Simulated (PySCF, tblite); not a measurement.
# C7H8ClOP: geometry, infrared bands and NMR shifts

Aim: predict the infrared bands and NMR shifts of C7H8ClOP (`COc1cc(Cl)cc(C)p1`).

The runs use tblite 0.8.0 and PySCF 2.14.0, with density-fitted response routines of our own; the level of theory stands in each step. All values are computed, except where a source is named. Atoms are numbered from 0 throughout.

## (1) The molecule as given

18 atoms, charge 0, multiplicity 1; geometry from: force field or distance geometry start.

Bonds of the start (Å): C0–O1 1.42, O1–C2 1.38, C2–C3 1.39, C3–C4 1.41, C4–Cl5 1.73, C4–C6 1.41, C6–C7 1.40, C7–C8 1.50, C7–P9 1.84, P9–C2 1.85, C0–H10 1.10, C0–H11 1.10, C0–H12 1.08, C3–H13 1.10, C6–H14 1.10, C8–H15 1.09, C8–H16 1.09, C8–H17 1.10.

## (2) Geometry optimisation with GFN2-xTB

Job settings and geometry (Å):

```
{"job": {"kind": "relax", "xc": "GFN2-xTB", "basis": "xTB"}, "charge": 0, "multiplicity": 1}
C      3.108600     1.158700    -0.768200
O      2.617500    -0.071900    -0.264000
C      1.253100    -0.185500    -0.080900
C      0.866500    -1.424200     0.415200
C     -0.447600    -1.840600     0.709100
Cl    -0.689900    -3.437900     1.325600
C     -1.580400    -1.034100     0.502000
C     -1.560800     0.277000     0.013700
C     -2.857000     1.013200    -0.148400
P     -0.001000     1.122400    -0.456100
H      2.711100     1.349500    -1.775900
H      2.869700     1.985800    -0.085400
H      4.184400     1.090700    -0.832800
H      1.673900    -2.147400     0.615500
H     -2.555300    -1.459500     0.762300
H     -2.717700     2.027600    -0.532900
H     -3.519200     0.482000    -0.836800
H     -3.364800     1.100600     0.819800
```

On the command line:

```bash
OMP_NUM_THREADS=1 python probes_run.py task.json out
```

This one command runs all jobs of the session in turn.

**Question.** This job is followed by: GFN2-xTB harmonic vibrations, gas phase; GIAO PBE0/pcSseg-1 NMR shielding, non-relativistic, gas phase. Predict these results of the whole session: strongest single infrared mode (GFN2-xTB); zero-point energy (GFN2-xTB); 13C shifts against TMS (PBE0/pcSseg-1); 1H shifts against TMS (PBE0/pcSseg-1, means over atoms taken as alike); 17O shifts against H2O (PBE0/pcSseg-1); 35Cl shifts against HCl (PBE0/pcSseg-1); 31P shifts against H3PO4 (PBE0/pcSseg-1); surface potential, 1st and 99th percentile.

The runs gave:

| quantity | value |
| --- | --- |
| strongest single infrared mode (GFN2-xTB) | 1244 cm⁻¹, 100 km/mol |
| zero-point energy (GFN2-xTB) | 82.0 kcal/mol |
| 13C shifts against TMS (PBE0/pcSseg-1) | 205.1, 177.3, 149.3, 134.6, 125.7, 59.8, 27.5 ppm |
| 1H shifts against TMS (PBE0/pcSseg-1, means over atoms taken as alike) | 7.70, 7.51, 4.14, 2.87 ppm |
| 17O shifts against H2O (PBE0/pcSseg-1) | 158.6 ppm |
| 35Cl shifts against HCl (PBE0/pcSseg-1) | 266 ppm |
| 31P shifts against H3PO4 (PBE0/pcSseg-1) | 134.5 ppm |
| surface potential, 1st and 99th percentile | -0.81 V and 0.97 V |

Relaxing lowered the energy by 0.370 eV in 31 steps; the close pair that moved most is C2–P9, from 1.850 to 1.756 Å. All 48 modes are real, so the xTB geometry is a minimum. The strongest single mode, at 1244 cm⁻¹, is spread over several atoms, C2, H13, H14 among them. Unscaled tight-binding wavenumbers are off by several per cent, some by more. Its intensities can rank the bands wrongly. At PBE0/pcSseg-1: The widest tensor belongs to P9: span 511 ppm, with a paramagnetic part of -787 ppm. NICS(1)zz of -23 ppm above the planar ring from C2 marks a diatropic (aromatic) ring current. By nearest atom (PBE0/pcSseg-1), the HOMO sits on P9 34 %; C2, C6 about 13 % each and the LUMO on P9 31 %; C4, C7 about 18 % each.
